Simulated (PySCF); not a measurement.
# C2H4ClGeN: NMR shifts at several levels of theory, part 1 of 2

How much do the NMR shifts of C2H4ClGeN (`N#C[CH2][GeH2][Cl]`) depend on the level of theory, and what does each level cost?

The runs use PySCF 2.14.0, with density-fitted response routines of our own; the level of theory stands in each step. All values are computed, except where a source is named. Atoms count from 0, in the outputs and in this text.

## 1. The starting structure

9 atoms, charge 0, multiplicity 1; geometry from: GFN2-xTB. The atoms were then displaced at random by about 0.01 Å, so the start is not that level's minimum.

Bonds of the start (Å): N0–C1 1.12, C1–C2 1.42, C2–Ge3 2.06, Ge3–Cl4 2.08, C2–H5 1.09, C2–H6 1.08, Ge3–H7 1.51, Ge3–H8 1.51.

## 2. Geometry optimisation at PBE0-D3(BJ)/def2-SVP

What the job is given:

```
{"job": {"xc": "PBE0", "basis": "def2-SVP", "d3": "d3bj", "grid": 1, "shake": 0.01, "kind": "geom"}, "charge": 0, "multiplicity": 1}
N     -1.511690     2.195130    -0.176890
C     -1.262530     1.110810    -0.082010
C     -0.894130    -0.258800     0.046340
Ge     1.159940    -0.400890     0.126790
Cl     1.902040     0.166730    -1.732850
H     -1.320610    -0.660050     0.962250
H     -1.237590    -0.822690    -0.802470
H      1.525440    -1.836920     0.397650
H      1.696930     0.489520     1.227460
```

The run is started by

```console
$ OMP_NUM_THREADS=1 python probes_run.py task.json out
```

The driver reads the jobs from task.json and runs them one after another.

Standard output:

```text
step   0  E = -2669.51795702  max force = 0.114839
step   1  E = -2669.52688748  max force = 0.011731
step   2  E = -2669.52775587  max force = 0.004202
step   3  E = -2669.52785560  max force = 0.001043
step   4  E = -2669.52786349  max force = 0.000637
step   5  E = -2669.52786452  max force = 0.000327
optimisation converged
```

It took 31 s on 1 thread of Arm Neoverse V1, shared host; peak memory 0.46 GiB.

Relaxation path:

| step | energy from step 0 (eV) | largest force component (eV/Å) |
| --- | --- | --- |
| 0 | 0.0000 | 5.9053 |
| 1 | -0.2430 | 0.6032 |
| 2 | -0.2666 | 0.2161 |
| 3 | -0.2694 | 0.0536 |
| 4 | -0.2696 | 0.0328 |
| 5 | -0.2696 | 0.0168 |

Distances of close pairs at the start and the end, largest changes first:

| bond | before (Å) | after (Å) | change (Å) |
| --- | --- | --- | --- |
| C2–Ge3 | 2.061 | 1.972 | -0.089 |
| Ge3–Cl4 | 2.081 | 2.153 | +0.072 |
| N0–C1 | 1.117 | 1.158 | +0.041 |
| Ge3–H7 | 1.506 | 1.535 | +0.028 |
| C2–H6 | 1.075 | 1.101 | +0.026 |
| C1–C2 | 1.424 | 1.446 | +0.022 |
| Ge3–H8 | 1.514 | 1.532 | +0.018 |
| C2–H5 | 1.087 | 1.102 | +0.015 |

The end geometry stands in the next job.

| at the end point | value |
| --- | --- |
| point group (found at 0.08 Å tolerance) | C1 |
| rotational constants (GHz, main isotopes) | 3.696, 1.692, 1.268 |
| dipole moment (D) | 4.55 |

## 3. Shielding tensors: PBE0/pcSseg-2

What the job is given:

```
{"job": {"kind": "nmr", "xc": "PBE0", "basis": "pcSseg-2", "pop": false}, "charge": 0, "multiplicity": 1}
N     -0.980817     2.600123    -1.425694
C     -0.798492     1.459827    -1.338384
C     -0.526789     0.043476    -1.227018
Ge     1.406112    -0.341452    -1.292002
Cl     2.065777     0.224776    -3.261592
H     -0.932792    -0.346970    -0.279898
H     -1.007987    -0.500891    -2.054305
H      1.626286    -1.851255    -1.125485
H      2.170388     0.501798    -0.266652
```

Level: GIAO PBE0/pcSseg-2 NMR shielding, non-relativistic, gas phase.

Standard output:

```text
coarse grid: 39104 points
cycle   1  E = -2670.0250017229  dE = -2.512e-01  |g| = 1.140e+00  |ddm| = 2.221e+00
cycle   2  E = -2669.7875333709  dE =  2.375e-01  |g| = 1.617e+00  |ddm| = 1.404e+00
cycle   3  E = -2670.1006852229  dE = -3.132e-01  |g| = 4.201e-01  |ddm| = 1.120e+00
cycle   4  E = -2670.1353904505  dE = -3.471e-02  |g| = 1.343e-01  |ddm| = 2.663e-01
cycle   5  E = -2670.1382980624  dE = -2.908e-03  |g| = 1.386e-02  |ddm| = 7.695e-02
cycle   6  E = -2670.1383353195  dE = -3.726e-05  |g| = 4.833e-03  |ddm| = 1.446e-02
cycle   7  E = -2670.1383408603  dE = -5.541e-06  |g| = 1.053e-03  |ddm| = 4.391e-03
final grid: 79680 points
cycle   8  E = -2670.1383349819  dE =  3.605e-07  |g| = 1.699e-03  |ddm| = 2.489e-03
cycle   9  E = -2670.1383327588  dE =  2.223e-06  |g| = 3.601e-03  |ddm| = 3.189e-03
cycle  10  E = -2670.1383356013  dE = -2.842e-06  |g| = 5.062e-04  |ddm| = 2.157e-03
cycle  11  E = -2670.1383356562  dE = -5.487e-08  |g| = 3.042e-05  |ddm| = 3.075e-04
cycle  12  E = -2670.1383356564  dE = -2.065e-10  |g| = 5.255e-06  |ddm| = 2.713e-05
converged SCF energy = -2670.1383356564

GIAO shielding tensors (ppm)
atom      isotropic    diamagn.    paramagn.     s11        s22        s33       span
  0 N      -41.566     334.087    -375.653   -221.692   -205.248    302.242    523.934
  1 C       60.843     262.603    -201.760    -57.618    -50.798    290.945    348.563
  2 C      177.688     244.223     -66.534    167.954    180.975    184.136     16.182
  3 Ge    1361.896    2755.526   -1393.629   1256.694   1343.131   1485.864    229.170
  4 Cl     999.841    1146.642    -146.801    938.595   1025.606   1035.322     96.727
  5 H       29.500      30.939      -1.439     23.834     27.531     37.134     13.300
  6 H       29.248      26.567       2.681     24.771     27.596     35.375     10.604
  7 H       25.892      27.706      -1.813     19.088     21.223     37.366     18.277
  8 H       25.777      28.695      -2.918     19.386     21.095     36.849     17.462
```

Run time: 40 s. Hardware: 1 thread of Arm Neoverse V1, shared host; peak memory 1.1 GiB.

Shifts follow as δ = σ(reference) − σ, with reference shieldings (ppm) from runs at the same level and on the same kind of geometry: 1H TMS 31.25, 13C TMS 184.1, 15N NH3 261.7, 73Ge GeMe4 1337, 35Cl HCl 941. The references are single molecules in the gas phase, so shifts against H2O, NH3, PH3, H3PO4 or CFCl3 are not on the usual liquid scales and can be off by tens of ppm. Atoms listed in one row are averaged.

| atoms | environment | σ (ppm) | δ (ppm) |
| --- | --- | --- | --- |
| C1 | nitrile carbon | 60.8 | 123.3 |
| C2 | sp3 CH2 bonded to Ge, α to a nitrile | 177.7 | 6.4 |
| H7, H8 | hydrogen on a germanium bonded to C, Cl | 25.83 | 5.41 |
| H5, H6 | hydrogen on an sp3 CH2 bonded to Ge, α to a nitrile | 29.37 | 1.87 |
| N0 | nitrile nitrogen | -41.6 | 303.3 |
| Ge3 | germanium bonded to C, Cl, 2 H | 1362 | -25 |
| Cl4 | chlorine bonded to Ge | 1000 | -59 |

## 4. Nuclear shieldings: mPW1PW91/pcSseg-2

Same as in step 3 but for these lines:

```diff
@@ -1,2 +1,2 @@
-{"job": {"kind": "nmr", "xc": "PBE0", "basis": "pcSseg-2", "pop": false}, "charge": 0, "multiplicity": 1}
+{"job": {"kind": "nmr", "xc": "mPW1PW91", "basis": "pcSseg-2", "pop": false}, "charge": 0, "multiplicity": 1}
 N     -0.980817     2.600123    -1.425694
```

Level: GIAO mPW1PW91/pcSseg-2 NMR shielding, non-relativistic, gas phase.

Standard output:

```text
coarse grid: 39104 points
cycle   1  E = -2670.7526833755  dE = -2.466e-01  |g| = 1.132e+00  |ddm| = 2.213e+00
cycle   2  E = -2670.5071299369  dE =  2.456e-01  |g| = 1.621e+00  |ddm| = 1.431e+00
cycle   3  E = -2670.8299403706  dE = -3.228e-01  |g| = 4.195e-01  |ddm| = 1.154e+00
cycle   4  E = -2670.8646668446  dE = -3.473e-02  |g| = 1.329e-01  |ddm| = 2.647e-01
cycle   5  E = -2670.8674829112  dE = -2.816e-03  |g| = 1.418e-02  |ddm| = 7.707e-02
cycle   6  E = -2670.8675223786  dE = -3.947e-05  |g| = 4.778e-03  |ddm| = 1.494e-02
cycle   7  E = -2670.8675277397  dE = -5.361e-06  |g| = 1.097e-03  |ddm| = 4.305e-03
final grid: 79680 points
cycle   8  E = -2670.8675162323  dE =  3.697e-07  |g| = 1.741e-03  |ddm| = 2.788e-03
cycle   9  E = -2670.8675139228  dE =  2.309e-06  |g| = 3.675e-03  |ddm| = 3.285e-03
cycle  10  E = -2670.8675168805  dE = -2.958e-06  |g| = 5.258e-04  |ddm| = 2.217e-03
cycle  11  E = -2670.8675169395  dE = -5.908e-08  |g| = 3.175e-05  |ddm| = 3.162e-04
cycle  12  E = -2670.8675169398  dE = -2.174e-10  |g| = 5.480e-06  |ddm| = 2.923e-05
converged SCF energy = -2670.8675169398

GIAO shielding tensors (ppm)
atom      isotropic    diamagn.    paramagn.     s11        s22        s33       span
  0 N      -42.693     333.993    -376.686   -223.282   -206.928    302.131    525.413
  1 C       60.356     262.568    -202.213    -58.384    -51.603    291.054    349.438
  2 C      176.853     244.349     -67.496    167.110    180.083    183.366     16.256
  3 Ge    1355.176    2755.893   -1400.716   1249.370   1336.400   1479.759    230.389
  4 Cl     997.763    1146.873    -149.110    936.316   1021.367   1035.607     99.290
  5 H       29.547      30.986      -1.439     23.907     27.595     37.139     13.232
  6 H       29.291      26.559       2.732     24.835     27.653     35.384     10.549
  7 H       25.950      27.744      -1.793     19.155     21.280     37.417     18.262
  8 H       25.832      28.751      -2.919     19.454     21.147     36.894     17.440
```

Wall time 36 s (1 thread of Arm Neoverse V1, shared host); peak memory 1.1 GiB.

This run: δ C1 123.2, C2 6.7, N0 303.2, Ge3 -24, H7 5.40, H5 1.87 ppm (means over like atoms).

## 5. Nuclear shieldings: WP04/pcSseg-2

Same as in step 4 but for these lines:

```diff
@@ -1,2 +1,2 @@
-{"job": {"kind": "nmr", "xc": "mPW1PW91", "basis": "pcSseg-2", "pop": false}, "charge": 0, "multiplicity": 1}
+{"job": {"kind": "nmr", "xc": "WP04", "basis": "pcSseg-2", "pop": false}, "charge": 0, "multiplicity": 1}
 N     -0.980817     2.600123    -1.425694
```

Level: GIAO WP04/pcSseg-2 NMR shielding, non-relativistic, gas phase.

Standard output:

```text
coarse grid: 39104 points
cycle   1  E = -2689.0810078521  dE = -2.396e-01  |g| = 8.699e-01  |ddm| = 2.181e+00
cycle   2  E = -2688.6056249355  dE =  4.754e-01  |g| = 1.616e+00  |ddm| = 1.946e+00
cycle   3  E = -2689.1770856626  dE = -5.715e-01  |g| = 4.663e-01  |ddm| = 1.509e+00
cycle   4  E = -2689.2230999326  dE = -4.601e-02  |g| = 1.214e-01  |ddm| = 2.839e-01
cycle   5  E = -2689.2257161321  dE = -2.616e-03  |g| = 4.720e-02  |ddm| = 9.298e-02
cycle   6  E = -2689.2259641271  dE = -2.480e-04  |g| = 6.025e-03  |ddm| = 2.465e-02
cycle   7  E = -2689.2259724333  dE = -8.306e-06  |g| = 2.465e-03  |ddm| = 6.281e-03
final grid: 79680 points
cycle   8  E = -2689.2259436753  dE =  6.946e-07  |g| = 3.101e-03  |ddm| = 4.475e-03
cycle   9  E = -2689.2259413208  dE =  2.355e-06  |g| = 4.441e-03  |ddm| = 4.734e-03
cycle  10  E = -2689.2259454121  dE = -4.091e-06  |g| = 1.320e-03  |ddm| = 2.957e-03
cycle  11  E = -2689.2259457817  dE = -3.696e-07  |g| = 1.298e-04  |ddm| = 6.672e-04
cycle  12  E = -2689.2259457855  dE = -3.831e-09  |g| = 1.499e-05  |ddm| = 1.100e-04
cycle  13  E = -2689.2259457855  dE = -4.002e-11  |g| = 3.419e-06  |ddm| = 1.413e-05
converged SCF energy = -2689.2259457855

GIAO shielding tensors (ppm)
atom      isotropic    diamagn.    paramagn.     s11        s22        s33       span
  0 N      -47.428     329.524    -376.951   -229.586   -214.602    301.904    531.490
  1 C       53.210     262.236    -209.025    -69.000    -62.099    290.730    359.730
  2 C      162.879     245.599     -82.720    152.274    165.254    171.109     18.834
  3 Ge    1311.940    2761.353   -1449.413   1210.201   1295.682   1429.936    219.734
  4 Cl     963.374    1150.930    -187.556    887.421    957.145   1045.555    158.134
  5 H       29.846      32.283      -2.436     24.613     28.136     36.791     12.177
  6 H       29.605      27.275       2.330     25.514     28.129     35.172      9.658
  7 H       26.754      28.367      -1.612     20.170     22.171     37.923     17.752
  8 H       26.626      29.495      -2.869     20.460     22.022     37.397     16.938
```

Wall time 35 s (1 thread of Arm Neoverse V1, shared host); peak memory 1 GiB.

In short: δ C1 118.9, C2 9.2, N0 292.1, Ge3 -30, H7 4.92, H5 1.89 ppm (means over like atoms).

## 6. NMR shieldings: B97-2/pcSseg-2

Same as in step 5 but for these lines:

```diff
@@ -1,2 +1,2 @@
-{"job": {"kind": "nmr", "xc": "WP04", "basis": "pcSseg-2", "pop": false}, "charge": 0, "multiplicity": 1}
+{"job": {"kind": "nmr", "xc": "B97-2", "basis": "pcSseg-2", "pop": false}, "charge": 0, "multiplicity": 1}
 N     -0.980817     2.600123    -1.425694
```

Method: GIAO B97-2/pcSseg-2 NMR shielding, non-relativistic, gas phase.

Standard output:

```text
coarse grid: 39104 points
cycle   1  E = -2671.1344595696  dE = -2.615e-01  |g| = 1.020e+00  |ddm| = 2.216e+00
cycle   2  E = -2670.8743563683  dE =  2.601e-01  |g| = 1.530e+00  |ddm| = 1.489e+00
cycle   3  E = -2671.2004045120  dE = -3.260e-01  |g| = 4.232e-01  |ddm| = 1.207e+00
cycle   4  E = -2671.2363185010  dE = -3.591e-02  |g| = 1.362e-01  |ddm| = 2.666e-01
cycle   5  E = -2671.2391953490  dE = -2.877e-03  |g| = 1.595e-02  |ddm| = 7.776e-02
cycle   6  E = -2671.2392452255  dE = -4.988e-05  |g| = 4.928e-03  |ddm| = 1.618e-02
cycle   7  E = -2671.2392509504  dE = -5.725e-06  |g| = 1.233e-03  |ddm| = 4.391e-03
final grid: 79680 points
cycle   8  E = -2671.2392393045  dE =  3.868e-07  |g| = 1.845e-03  |ddm| = 2.889e-03
cycle   9  E = -2671.2392368658  dE =  2.439e-06  |g| = 3.765e-03  |ddm| = 3.464e-03
cycle  10  E = -2671.2392400107  dE = -3.145e-06  |g| = 7.050e-04  |ddm| = 2.375e-03
cycle  11  E = -2671.2392401168  dE = -1.061e-07  |g| = 3.897e-05  |ddm| = 4.077e-04
cycle  12  E = -2671.2392401171  dE = -3.365e-10  |g| = 6.408e-06  |ddm| = 3.632e-05
converged SCF energy = -2671.2392401171

GIAO shielding tensors (ppm)
atom      isotropic    diamagn.    paramagn.     s11        s22        s33       span
  0 N      -35.550     334.400    -369.949   -212.488   -196.580    302.420    514.908
  1 C       62.920     263.110    -200.190    -54.226    -47.498    290.483    344.709
  2 C      176.463     244.621     -68.158    166.754    179.505    183.130     16.377
  3 Ge    1355.458    2756.660   -1401.201   1250.567   1337.817   1477.991    227.424
  4 Cl     994.956    1147.213    -152.257    932.410   1015.068   1037.389    104.979
  5 H       29.598      31.246      -1.648     24.014     27.694     37.087     13.072
  6 H       29.351      26.501       2.850     24.954     27.743     35.356     10.402
  7 H       26.045      27.874      -1.829     19.292     21.410     37.432     18.140
  8 H       25.932      28.937      -3.005     19.594     21.285     36.918     17.324
```

Wall time 35 s (1 thread of Arm Neoverse V1, shared host); peak memory 1.1 GiB.

This run: δ C1 120.5, C2 7.0, N0 295.1, Ge3 -27, H7 5.37, H5 1.88 ppm (means over like atoms).

## 7. NMR shieldings: BHandHLYP/pcSseg-2

Same as in step 6 but for these lines:

```diff
@@ -1,2 +1,2 @@
-{"job": {"kind": "nmr", "xc": "B97-2", "basis": "pcSseg-2", "pop": false}, "charge": 0, "multiplicity": 1}
+{"job": {"kind": "nmr", "xc": "BHandHLYP", "basis": "pcSseg-2", "pop": false}, "charge": 0, "multiplicity": 1}
 N     -0.980817     2.600123    -1.425694
```

Method: GIAO BHandHLYP/pcSseg-2 NMR shielding, non-relativistic, gas phase.

Standard output:

```text
coarse grid: 39104 points
cycle   1  E = -2670.4907334095  dE = -2.115e-01  |g| = 1.002e+00  |ddm| = 2.169e+00
cycle   2  E = -2670.3893420626  dE =  1.014e-01  |g| = 1.243e+00  |ddm| = 1.099e+00
cycle   3  E = -2670.5951327833  dE = -2.058e-01  |g| = 2.166e-01  |ddm| = 7.544e-01
cycle   4  E = -2670.6034513579  dE = -8.319e-03  |g| = 9.886e-02  |ddm| = 1.478e-01
cycle   5  E = -2670.6050302397  dE = -1.579e-03  |g| = 6.767e-03  |ddm| = 5.669e-02
cycle   6  E = -2670.6050410086  dE = -1.077e-05  |g| = 4.049e-03  |ddm| = 9.869e-03
cycle   7  E = -2670.6050449181  dE = -3.909e-06  |g| = 7.084e-04  |ddm| = 4.219e-03
final grid: 79680 points
cycle   8  E = -2670.6050356578  dE =  6.586e-08  |g| = 9.857e-04  |ddm| = 1.587e-03
cycle   9  E = -2670.6050352391  dE =  4.186e-07  |g| = 1.743e-03  |ddm| = 1.385e-03
cycle  10  E = -2670.6050358629  dE = -6.237e-07  |g| = 7.597e-05  |ddm| = 9.296e-04
cycle  11  E = -2670.6050358634  dE = -5.889e-10  |g| = 2.506e-05  |ddm| = 3.683e-05
converged SCF energy = -2670.6050358634

GIAO shielding tensors (ppm)
atom      isotropic    diamagn.    paramagn.     s11        s22        s33       span
  0 N      -45.037     331.893    -376.930   -227.451   -209.796    302.136    529.587
  1 C       59.006     263.740    -204.733    -61.756    -54.528    293.304    355.060
  2 C      179.353     242.126     -62.773    170.625    182.793    184.640     14.015
  3 Ge    1403.191    2754.549   -1351.358   1311.205   1388.731   1509.637    198.432
  4 Cl    1015.546    1147.076    -131.530    958.452   1040.121   1048.066     89.614
  5 H       29.788      30.919      -1.131     24.113     27.748     37.504     13.390
  6 H       29.535      26.961       2.574     25.063     27.769     35.772     10.709
  7 H       26.318      27.834      -1.516     19.514     21.613     37.826     18.312
  8 H       26.183      28.713      -2.529     19.827     21.450     37.273     17.446
```

Run time: 38 s. Hardware: 1 thread of Arm Neoverse V1, shared host; peak memory 1.1 GiB.

This run: δ C1 125.3, C2 4.9, N0 304.8, Ge3 -31, H7 5.20, H5 1.79 ppm (means over like atoms).

## 8. NMR shieldings: CAM-B3LYP/pcSseg-2

Same as in step 7 but for these lines:

```diff
@@ -1,2 +1,2 @@
-{"job": {"kind": "nmr", "xc": "BHandHLYP", "basis": "pcSseg-2", "pop": false}, "charge": 0, "multiplicity": 1}
+{"job": {"kind": "nmr", "xc": "CAM-B3LYP", "basis": "pcSseg-2", "pop": false}, "charge": 0, "multiplicity": 1}
 N     -0.980817     2.600123    -1.425694
```

With the program's defaults for keys left out, this is: GIAO CAM-B3LYP/pcSseg-2 NMR shielding, non-relativistic, gas phase.

Standard output:

```text
coarse grid: 39104 points
cycle   1  E = -2670.6502272240  dE = -2.204e-01  |g| = 1.188e+00  |ddm| = 2.168e+00
cycle   2  E = -2670.4912554770  dE =  1.590e-01  |g| = 1.559e+00  |ddm| = 1.256e+00
cycle   3  E = -2670.7751442746  dE = -2.839e-01  |g| = 2.498e-01  |ddm| = 8.629e-01
cycle   4  E = -2670.7855629567  dE = -1.042e-02  |g| = 1.224e-01  |ddm| = 1.724e-01
cycle   5  E = -2670.7879082834  dE = -2.345e-03  |g| = 8.712e-03  |ddm| = 6.506e-02
cycle   6  E = -2670.7879262578  dE = -1.797e-05  |g| = 4.705e-03  |ddm| = 1.178e-02
cycle   7  E = -2670.7879314157  dE = -5.158e-06  |g| = 7.429e-04  |ddm| = 5.256e-03
final grid: 79680 points
cycle   8  E = -2670.7879139840  dE =  3.927e-08  |g| = 1.059e-03  |ddm| = 1.842e-03
cycle   9  E = -2670.7879134941  dE =  4.900e-07  |g| = 1.920e-03  |ddm| = 1.445e-03
cycle  10  E = -2670.7879141968  dE = -7.027e-07  |g| = 1.261e-04  |ddm| = 1.007e-03
cycle  11  E = -2670.7879141987  dE = -1.899e-09  |g| = 2.927e-05  |ddm| = 6.322e-05
cycle  12  E = -2670.7879141989  dE = -1.637e-10  |g| = 8.809e-06  |ddm| = 3.777e-05
converged SCF energy = -2670.7879141989

GIAO shielding tensors (ppm)
atom      isotropic    diamagn.    paramagn.     s11        s22        s33       span
  0 N      -42.264     332.302    -374.566   -223.365   -206.585    303.158    526.523
  1 C       57.258     262.005    -204.747    -63.788    -56.383    291.943    355.731
  2 C      176.623     242.238     -65.615    167.246    180.026    182.596     15.350
  3 Ge    1339.469    2754.971   -1415.502   1234.622   1321.922   1461.862    227.241
  4 Cl     999.765    1147.118    -147.353    935.099   1025.011   1039.185    104.086
  5 H       29.667      30.778      -1.112     24.050     27.717     37.233     13.182
  6 H       29.416      27.484       1.932     25.006     27.763     35.479     10.473
  7 H       26.037      27.573      -1.537     19.235     21.375     37.500     18.265
  8 H       25.912      28.360      -2.447     19.540     21.231     36.965     17.425
```

Run time: 52 s. Hardware: 1 thread of Arm Neoverse V1, shared host; peak memory 1.2 GiB.

This run: δ C1 125.3, C2 5.9, N0 304.1, Ge3 -26, H7 5.36, H5 1.80 ppm (means over like atoms).

## 9. Shielding tensors: wB97X-D/pcSseg-2

Same as in step 8 but for these lines:

```diff
@@ -1,2 +1,2 @@
-{"job": {"kind": "nmr", "xc": "CAM-B3LYP", "basis": "pcSseg-2", "pop": false}, "charge": 0, "multiplicity": 1}
+{"job": {"kind": "nmr", "xc": "wB97X-D", "basis": "pcSseg-2", "pop": false}, "charge": 0, "multiplicity": 1}
 N     -0.980817     2.600123    -1.425694
```

Method: GIAO wB97X-D/pcSseg-2 NMR shielding, non-relativistic, gas phase.

Standard output:

```text
coarse grid: 39104 points
cycle   1  E = -2670.5892419026  dE = -2.273e-01  |g| = 1.156e+00  |ddm| = 2.183e+00
cycle   2  E = -2670.4709251002  dE =  1.183e-01  |g| = 1.450e+00  |ddm| = 1.167e+00
cycle   3  E = -2670.7250739002  dE = -2.541e-01  |g| = 1.934e-01  |ddm| = 7.651e-01
cycle   4  E = -2670.7310871611  dE = -6.013e-03  |g| = 1.103e-01  |ddm| = 1.397e-01
cycle   5  E = -2670.7329643706  dE = -1.877e-03  |g| = 9.779e-03  |ddm| = 5.789e-02
cycle   6  E = -2670.7329898171  dE = -2.545e-05  |g| = 4.623e-03  |ddm| = 1.327e-02
cycle   7  E = -2670.7329952568  dE = -5.440e-06  |g| = 7.140e-04  |ddm| = 6.287e-03
final grid: 79680 points
cycle   8  E = -2670.7324225104  dE = -2.344e-06  |g| = 1.034e-03  |ddm| = 6.257e-03
cycle   9  E = -2670.7324224409  dE =  6.949e-08  |g| = 1.188e-03  |ddm| = 1.258e-03
cycle  10  E = -2670.7324226848  dE = -2.439e-07  |g| = 2.758e-04  |ddm| = 7.498e-04
cycle  11  E = -2670.7324227001  dE = -1.530e-08  |g| = 6.873e-05  |ddm| = 1.821e-04
cycle  12  E = -2670.7324227013  dE = -1.221e-09  |g| = 1.254e-05  |ddm| = 9.273e-05
cycle  13  E = -2670.7324227013  dE = -5.230e-11  |g| = 4.373e-06  |ddm| = 1.890e-05
converged SCF energy = -2670.7324227013

GIAO shielding tensors (ppm)
atom      isotropic    diamagn.    paramagn.     s11        s22        s33       span
  0 N      -41.548     332.657    -374.206   -222.705   -205.840    303.900    526.605
  1 C       59.693     263.001    -203.308    -59.869    -52.843    291.791    351.659
  2 C      178.381     244.167     -65.786    169.023    181.731    184.388     15.366
  3 Ge    1356.021    2755.741   -1399.720   1253.262   1338.882   1475.920    222.658
  4 Cl    1004.102    1146.959    -142.857    943.589   1026.996   1041.722     98.132
  5 H       29.708      30.954      -1.246     24.072     27.708     37.345     13.273
  6 H       29.448      26.944       2.504     25.002     27.752     35.591     10.589
  7 H       26.110      27.757      -1.647     19.321     21.432     37.578     18.257
  8 H       25.979      28.676      -2.698     19.624     21.276     37.036     17.412
```

Wall time 47 s (1 thread of Arm Neoverse V1, shared host); peak memory 1.1 GiB.

In short: δ C1 124.7, C2 6.0, N0 301.6, Ge3 -26, H7 5.31, H5 1.78 ppm (means over like atoms).

(Continued in part 2 of 2.)
